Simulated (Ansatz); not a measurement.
# BN (Qingsongite): the cost of one run

All numbers are computed with Ansatz 0.2.0 through its Python package. Level of theory: DFT PBE, plane waves, PAW.

### Step 1. Starting point

The structure is cubic, space group F-43m (No. 216). Conventional cell: a = 3.615 Å, b = 3.615 Å, c = 3.615 Å, α = 90.00°, β = 90.00°, γ = 90.00°. Around B (site symmetry -43m) lie 4 N at 1.57 Å. N (site symmetry -43m) has 4 B at 1.57 Å as nearest neighbours.

The script holds or builds the structure itself.

### Step 2. The script

The input, elastic_bn.py:

```python
# -*- coding: utf-8 -*-
"""Stiffness tensor and moduli of BN."""

from dataclasses import replace

import ansatz as az
import numpy as np


def main():
    xtal = (
        az.Lattice.from_parameters(2.556191, 2.556191, 2.556191, alpha=60.0, beta=60.0, gamma=60.0)
        .atom("B", (0.0, 0.0, 0.0))
        .atom("N", (0.25, 0.25, 0.25))
    )

    calc = (
        xtal.calculation()
        .functional("PBE")
        .basis(24 * az.Ry)
        .occupations("fixed")
        .scf(tolerance=1e-09, max_iterations=80, self_checks="high")
        .kpoints(12, 12, 12)
    )
    # first bring the cell to zero stress
    rest = calc.relax(cell=True).run().lattice
    relaxed = az.Crystal(lattice=az.Lattice.of(rest.cell_ang))
    for site in rest.sites:
        relaxed = relaxed.atom(site.symbol, site.position_frac)
    calc = replace(calc, crystal=relaxed)
    print("relaxed volume {:.3f} A^3".format(abs(np.linalg.det(rest.cell_ang))))
    out = calc.elastic("relaxed-ion", amplitude=0.01).run()
    elastic = out.elastic

    C = np.asarray(elastic.c_gpa)
    for i in range(6):
        for j in range(i, 6):
            if abs(C[i, j]) > 0.05:
                print(f"C{i + 1}{j + 1} = {C[i, j]:.1f} GPa")
    print("smallest eigenvalue of C:", round(elastic.stability.min_eigenvalue_gpa, 1), "GPa; stable:", elastic.stability.stable)
    # averaged moduli need a positive definite tensor
    if elastic.stability.min_eigenvalue_gpa > 0:
        for name, value in elastic.moduli.to_plain().items():
            print(f"{name:14s} {value:9.3f}")
        S = np.linalg.inv(elastic.c_gpa)
        print("Young modulus along x, y, z (GPa):", np.round(1 / np.diag(S)[:3], 1))
        print("linear compressibility along x, y, z (1/TPa):", np.round(1000 * S[:3, :3].sum(axis=1), 2))


if __name__ == "__main__":
    main()
```

### Step 3. The calls as engine input

The engine receives this input (first run):

```yaml
crystal:
  lattice:
    a: 2.556191
    b: 2.556191
    c: 2.556191
    alpha: 60.0
    beta: 60.0
    gamma: 60.0
  atoms:
    - { symbol: B, position: [0.0, 0.0, 0.0] }
    - { symbol: "N", position: [0.25, 0.25, 0.25] }
basis:
  ecutwfc: 326.536634951856
kpoints:
  mp_grid:
    grid: [12, 12, 12]
hamiltonian:
  xc: pbe
scf:
  max_iter: 80
  self_checks: high
  convergence:
    dr2_threshold: 1.0e-09
  occupations:
    method: fixed
relax:
  cell: {}
```

### Step 4. Running it

Started as:

```console
python elastic_bn.py
```

What time and memory should one allow on 1 thread of Arm Neoverse V2, shared host?

About 61 s, with a peak of 0.42 GiB.
